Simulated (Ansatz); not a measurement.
Here is an Ansatz input file for Cs2RbTlF6, space group Fm-3m. Write the same calculation for the Python package.

```yaml
crystal:
  lattice:
    - [0.0, 4.89102, 4.89102]
    - [4.89102, 0.0, 4.89102]
    - [4.89102, 4.89102, 0.0]
  atoms:
    - { symbol: Cs, position: [0.25, 0.25, 0.25] }
    - { symbol: Cs, position: [0.75, 0.75, 0.75] }
    - { symbol: Rb, position: [0.5, 0.5, 0.5] }
    - { symbol: Tl, position: [0.0, 0.0, 0.0] }
    - { symbol: F, position: [0.22537, 0.77463, 0.77463] }
    - { symbol: F, position: [0.22537, 0.77463, 0.22537] }
    - { symbol: F, position: [0.77463, 0.22537, 0.77463] }
    - { symbol: F, position: [0.77463, 0.77463, 0.22537] }
    - { symbol: F, position: [0.22537, 0.22537, 0.77463] }
    - { symbol: F, position: [0.77463, 0.22537, 0.22537] }
kpoints:
  mp_grid: { grid: [4, 4, 4], shift: [0.0, 0.0, 0.0] }
hamiltonian:
  xc: pbesol
scf:
  occupations: { method: fixed }
output:
  dos: { de: 0.1, method: { smearing: { sigma: 0.15 } }, projected: true }
```

Launched from the shell:
```console
$ ansatz run input.yaml --threads 1 --pin off --max-ram 3072MiB --backend cpu --events-out ev --progress --plain --runs-dir out
Engine: ansatz 0.2.0, aarch64-unknown-linux-gnu
Pseudopotentials: kind: paw
Pseudopotential: Cs, paw, valence charge 9, recommended cutoff 420 eV (normal), Cs.paw.azcp
Pseudopotential: Rb, paw, valence charge 9, recommended cutoff 420 eV (normal), Rb.paw.azcp
Pseudopotential: Tl, paw, valence charge 13, recommended cutoff 420 eV (normal), Tl.paw.azcp
Pseudopotential: F, paw, valence charge 7, recommended cutoff 420 eV (normal), F.paw.azcp
Functional definition: PBEsol
  exchange = pbesol_x
  correlation = pbesol_c
Crystal: 10 atoms, lattice volume = 234.007 Å³
Basis set: ecut = 420 eV, 4621 PW (Γ)
Bands: 51, of which v1, the nominal top of the filled ones, is band 41 counted from 1 (40 counted from 0)
Symmetry: 48 space group operations
Space group: Fm-3m (ITA 225), of the structure as read, at distance tolerance 6.2e-5 Å
k-points: 8 of 64
Non-local potential: Cs, projectors of the file, l = 0: 3, l = 1: 2, l = 2: 2, l = 3: 2
Non-local potential: Rb, projectors of the file, l = 0: 3, l = 1: 2, l = 2: 2
Non-local potential: Tl, projectors of the file, l = 0: 2, l = 1: 2, l = 2: 2, l = 3: 1
Non-local potential: F, projectors of the file, l = 0: 2, l = 1: 2, l = 2: 1
PAW form: soft (Blöchl's): semilocal exchange-correlation on the pseudo side does not see the compensation charge
PAW frozen core: Cs, regenerated for the run's functional, and the local potential with it (the file was generated under x = pbe(κ = 0.804, μ = 0.2195149727645171), c = pbe(β = 0.06672455060314922))
PAW frozen core: Rb, regenerated for the run's functional, and the local potential with it (the file was generated under x = pbe(κ = 0.804, μ = 0.2195149727645171), c = pbe(β = 0.06672455060314922))
PAW frozen core: Tl, regenerated for the run's functional, and the local potential with it (the file was generated under x = pbe(κ = 0.804, μ = 0.2195149727645171), c = pbe(β = 0.06672455060314922))
PAW frozen core: F, regenerated for the run's functional, and the local potential with it (the file was generated under x = pbe(κ = 0.804, μ = 0.2195149727645171), c = pbe(β = 0.06672455060314922))
PAW one-centre angular grid: Cs, 194 points (default); XC on 64 Gauss nodes
PAW one-centre angular grid: Rb, 110 points (default); XC on 64 Gauss nodes
PAW one-centre angular grid: Tl, 590 points (default); XC on 64 Gauss nodes
PAW one-centre angular grid: F, 110 points (default); XC on 64 Gauss nodes
Initial density: superposition of atomic densities (neutral atoms: chi_scale 0, normalization atom), corrected by the library's trained network
Initial wavefunctions: pseudopotential atomic-orbital guess
Functional: x = pbesol(κ = 0.804, μ = 0.12345679012345678), c = pbesol(β = 0.046)
SCF iter   1: F=—  HF=-30494.511866 eV  |F-HF|=—  |Δ(HF+E_count)|=         —  Δρ=1.06e-2  dr2=1.75e-1  ethr=1.77e-3  ⟨swp⟩=5.1  Hψ=1551  notcnv=0  defer=51
preconditioner: auto → Resta (q_TF=auto, 2.291 Å⁻¹)  ε∞=3.2  [insulator: Δε(μ)=3.528 eV  Ē_g=14.968 eV  n_scr=58 (ndim 8)  ℏωp=22.0 eV  f_vac=0.114  ε∞_Penn≈3.2]
SCF iter   2: F=—  HF=-30494.467528 eV  |F-HF|=—  |Δ(HF+E_count)|=   4.43e-2  Δρ=3.01e-3  dr2=1.01e-2  ethr=2.13e-4  ⟨swp⟩=2.0  Hψ=809  notcnv=0  defer=63
SCF iter   3: F=—  HF=-30494.465037 eV  |F-HF|=—  |Δ(HF+E_count)|=   2.49e-3  Δρ=6.22e-4  dr2=6.78e-4  ethr=1.23e-5  ⟨swp⟩=2.0  Hψ=704  notcnv=0  defer=63
SCF iter   4: F=—  HF=-30494.465181 eV  |F-HF|=—  |Δ(HF+E_count)|=   1.44e-4  Δρ=1.05e-4  dr2=2.03e-5  ethr=8.27e-7  ⟨swp⟩=2.0  Hψ=648  notcnv=0  defer=63
SCF iter   5: F=—  HF=-30494.465062 eV  |F-HF|=—  |Δ(HF+E_count)|=   1.20e-4  Δρ=1.91e-5  dr2=6.04e-7  ethr=2.47e-8  ⟨swp⟩=2.0  Hψ=617  notcnv=0  defer=44
SCF iter   6: F=-30494.465063 eV  HF=-30494.465063 eV  |F-HF|=3.53e-8  |Δ(HF+E_count)|=   1.04e-6  Δρ=2.79e-6  dr2=1.45e-8  ethr=1.22e-10  ⟨swp⟩=12.2  Hψ=1900  notcnv=0
SCF 1 converged in 6 iterations: F = -30494.465063 eV  dr2 = 1.45e-8
  greatest PAW one-centre occupation: 0.980 electrons in one spin orbital (limit 2), on the Tl atom at site 3 (counted from 0), in its partial waves of l = 2
SCF converged after 6 iterations
Free energy (F): -30494.465063 eV
Harris-Foulkes:  -30494.465063 eV  (|F-HF|=3.53e-8)
Internal energy: -30494.465063 eV  (E = F + TS)
E sigma→0 (E₀):  -30494.465063 eV
Fermi energy:    1.539813 eV
--- Per-component energies (eV) ---
  E_band       = -442.700599
  E_kinetic    = 2051.851117
  E_local      = -6696.801272  (includes V_loc(G=0)·N_el)
  E_nonlocal   = 1001.437578
  E_hartree    = 2551.132325
  E_xc         = -1170.378558
  E_vxc        = -1133.487921  (∫ρ·V_xc dr)
  E_paw        = -23726.989459  (= ΣΔE_a)
  E_vpaw       = -767.979878  (= ΣTr[D̂ρ^β])
  E_aug_tail   = 0.012186  (compensation charges beyond the density's cutoff)
  E_ewald      = -4505.433890
  E_core_change = 0.704912  (= ΣΔE_core)
  E_smearing   = -0.000000  (= −TS)
  E_closure    = -0.000000  (closes the sum)
  Σ components = -30494.465063   (vs F -30494.465063, Δ=0.00e0)
--- Band table (eV; the first three rows and the last of 8) ---
  k-point 0: bands = ["-20.9654", "-18.0225", "-17.8422", "-17.8422", "-17.8218", "-17.8218", "-17.8218", "-16.7489", "-16.7390", "-6.4373", "-6.4373", "-6.3641", "-6.3641", "-6.3641", "-5.2271", "-5.2271", "-5.2271", "-3.6997", "-3.6997", "-3.6997", "-3.5107", "-3.5107", "-3.5107", "-2.7091", "-0.1211", "-0.1211", "-0.1211", "0.7354", "0.7354", "0.7354", "0.8249", "0.8249", "0.8249", "0.9043", "0.9043", "0.9043", "1.1364", "1.1364", "1.1364", "1.2371", "1.2371", "5.1815", "8.8156", "9.0953", "9.0953", "9.3295", "9.3295", "9.3295", "10.7907", "10.7907", "10.7907"]
  k-point 1: bands = ["-20.9646", "-18.0331", "-17.8495", "-17.8495", "-17.8145", "-17.8145", "-17.8064", "-16.7522", "-16.7444", "-6.4751", "-6.4751", "-6.3620", "-6.3620", "-6.3589", "-5.2568", "-5.1580", "-5.1580", "-3.6646", "-3.6646", "-3.6353", "-3.5257", "-3.5257", "-3.5046", "-2.5605", "-0.3029", "-0.2811", "-0.2811", "0.6528", "0.7279", "0.7279", "0.7450", "0.7835", "0.7835", "0.8517", "0.8688", "0.8688", "1.1050", "1.1050", "1.1082", "1.4070", "1.4070", "5.4979", "8.7141", "9.3653", "9.3653", "9.6349", "9.6349", "9.7857", "10.7372", "10.7372", "10.8264"]
  k-point 2: bands = ["-20.9638", "-18.0423", "-17.8546", "-17.8546", "-17.8095", "-17.8095", "-17.7924", "-16.7535", "-16.7517", "-6.5099", "-6.5099", "-6.3597", "-6.3597", "-6.3537", "-5.2856", "-5.0912", "-5.0912", "-3.6086", "-3.6086", "-3.5615", "-3.5615", "-3.5374", "-3.5303", "-2.3848", "-0.5194", "-0.4214", "-0.4214", "0.5840", "0.5931", "0.7200", "0.7200", "0.7412", "0.7412", "0.8481", "0.8481", "0.8860", "1.0720", "1.0771", "1.0771", "1.5397", "1.5397", "5.8072", "8.8204", "9.8036", "9.8036", "10.1292", "10.1976", "10.1976", "10.3557", "10.3557", "10.5136"]
  k-point 7: bands = ["-20.9637", "-18.0272", "-17.8498", "-17.8294", "-17.8294", "-17.8290", "-17.7962", "-16.7555", "-16.7555", "-6.4874", "-6.4397", "-6.3563", "-6.3551", "-6.3551", "-5.2119", "-5.2119", "-5.1621", "-3.6547", "-3.6236", "-3.5629", "-3.5629", "-3.4570", "-3.4547", "-2.5756", "-0.4682", "-0.2011", "-0.2011", "0.5532", "0.5532", "0.7370", "0.7712", "0.7712", "0.7989", "0.8323", "0.8323", "0.8342", "0.9601", "1.0775", "1.0775", "1.1875", "1.4388", "5.7218", "9.2771", "9.2771", "9.8063", "10.1787", "10.1787", "10.6370", "10.6639", "10.7213", "10.9098"]
```

Script `run_scf.py`:
```python
# -*- coding: utf-8 -*-
"""Self-consistent field of Cs2RbTlF6 at the given structure."""

from collections import defaultdict
import warnings

import ansatz as az
from ase import Atoms
import numpy as np


def main():
    warnings.simplefilter("ignore", az.DeckWarning)

    atoms = Atoms(
        ["Cs", "Cs", "Rb", "Tl", "F", "F", "F", "F", "F", "F"],
        scaled_positions=[
            (0.25, 0.25, 0.25),
            (0.75, 0.75, 0.75),
            (0.5, 0.5, 0.5),
            (0.0, 0.0, 0.0),
            (0.22537, 0.77463, 0.77463),
            (0.22537, 0.77463, 0.22537),
            (0.77463, 0.22537, 0.77463),
            (0.77463, 0.77463, 0.22537),
            (0.22537, 0.22537, 0.77463),
            (0.77463, 0.22537, 0.22537),
        ],
        cell=[
            (0.0, 4.89102, 4.89102),
            (4.89102, 0.0, 4.89102),
            (4.89102, 4.89102, 0.0),
        ],
        pbc=True,
    )
    system = az.Crystal.from_ase(atoms)

    # settings of the run
    calc = (
        system.calculation()
        .functional("pbesol")
        .kpoints(4, center="gamma")  # sampling of the Brillouin zone
        .occupations("fixed")
        .density_of_states(energy_step=0.1, method="smearing", broadening_width=0.15, projected=True)
    )
    done = calc.run(threads=1, backend="cpu")
    data = done.report

    for key in ("converged", "n_iterations", "n_electrons", "n_kpoints", "n_pw", "n_symmetry_ops", "free_energy_ev", "fermi_energy_ev"):
        print(f"{key:18s} {data[key]}")

    dos = done.density_of_states()
    energy = np.asarray(dos.energies_ev) - dos.fermi_ev
    projected = done.projected_density_of_states()
    by_shell = defaultdict(float)
    for site in projected.sites:
        for shell in site.shells:
            for part in shell.curves:
                by_shell[f"{site.species} {'spdf'[shell.l]}"] += np.sum(part.g_bin_mean_per_ev, axis=0)
    print("E - E_F  " + " ".join(f"{name:>7s}" for name in by_shell))
    for e in np.arange(-6, 6 + 0.1, 1.0):
        print(f"{e:7.1f}  " + " ".join(f"{np.interp(e, energy, curve):7.3f}" for curve in by_shell.values()))

    # accept the result only where the loop met its thresholds and nothing is doubted
    problems = list(data["published_state_doubts"])
    if not data["converged"] or data.get("closed_by") != "deck_thresholds":
        problems.append("loop closed by " + str(data.get("closed_by")))
    print("accepted" if not problems else f"check before use: {problems}")


if __name__ == "__main__":
    main()
```

```console
$ python run_scf.py
converged          True
n_iterations       6
n_electrons        82.0
n_kpoints          8
n_pw               4621
n_symmetry_ops     48
free_energy_ev     -30494.465062792548
fermi_energy_ev    1.5398132682403105
E - E_F     Cs s    Cs p    Rb s    Rb p    Tl s    Tl p    Tl d     F s     F p
   -6.0    0.000   0.000   0.000   0.000   0.000   0.000   0.000   0.000   0.000
   -5.0    0.091  24.882   0.061   0.128   0.020   0.116   0.043   0.033   0.326
   -4.0    0.011   0.052   0.004   0.226   1.714   0.000   0.001   0.178   2.656
   -3.0    0.000   0.000   0.000   0.000   0.000   0.000   0.000   0.000   0.000
   -2.0    0.006   0.060   0.063   0.087   0.003   0.758   0.004   0.075   8.848
   -1.0    0.322   0.142   0.023   0.046   0.002   0.024   0.221   0.006  15.903
    0.0    0.001   0.003   0.020   0.134   0.001   0.001   0.565   0.003   5.718
    1.0    0.000   0.000   0.000   0.000   0.000   0.000   0.000   0.000   0.000
    2.0    0.000   0.000   0.000   0.000   0.000   0.000   0.000   0.000   0.000
    3.0    0.000   0.000   0.000   0.000   0.000   0.000   0.000   0.000   0.000
    4.0    0.288   0.013   0.078   0.016   1.409   0.001   0.000   0.139   1.103
    5.0    0.000   0.000   0.000   0.000   0.000   0.000   0.000   0.000   0.000
    6.0    0.000   0.000   0.000   0.000   0.000   0.000   0.000   0.000   0.000
accepted
```

Notes:
- Absolute energies stand on the zero of these potentials, so only differences at equal settings mean something. A total without «per atom» is that of the cell as typed.
- Spin-orbit coupling, left out here, can change this gap by several tenths of an eV, and inverted bands can meet off the mesh.
- With fixed filling the reported Fermi level is the top filled level among the k-points of the SCF.
- An absolute Fermi energy rests on an arbitrary zero of the periodic potential and has no direct meaning.
- Projections exist only for the shells that the potentials hold, some of them semicore, and samples at single energies can miss narrow peaks.
- The empty d shell of the heavier alkali and alkaline-earth atoms, which makes much of a conduction band, may have no channel.
- The crystal has a gap of about 3.64 eV on the mesh; any density of states at or just above the Fermi level is the tail of the broadening.
- Spin-orbit coupling, which matters for elements this heavy, is left out.
- The structure comes from a database of computed cells and needn't be a stable or known phase.
- The computed bands are complete only to about 9.0 eV above the Fermi level; beyond that the density of states is undercounted.
- The whole script took 6.5 s on 1 thread of Arm Neoverse V1, on a shared host, peak memory 0.53 GiB.

(Lines on the test bed's own set-up are left out of the output.)
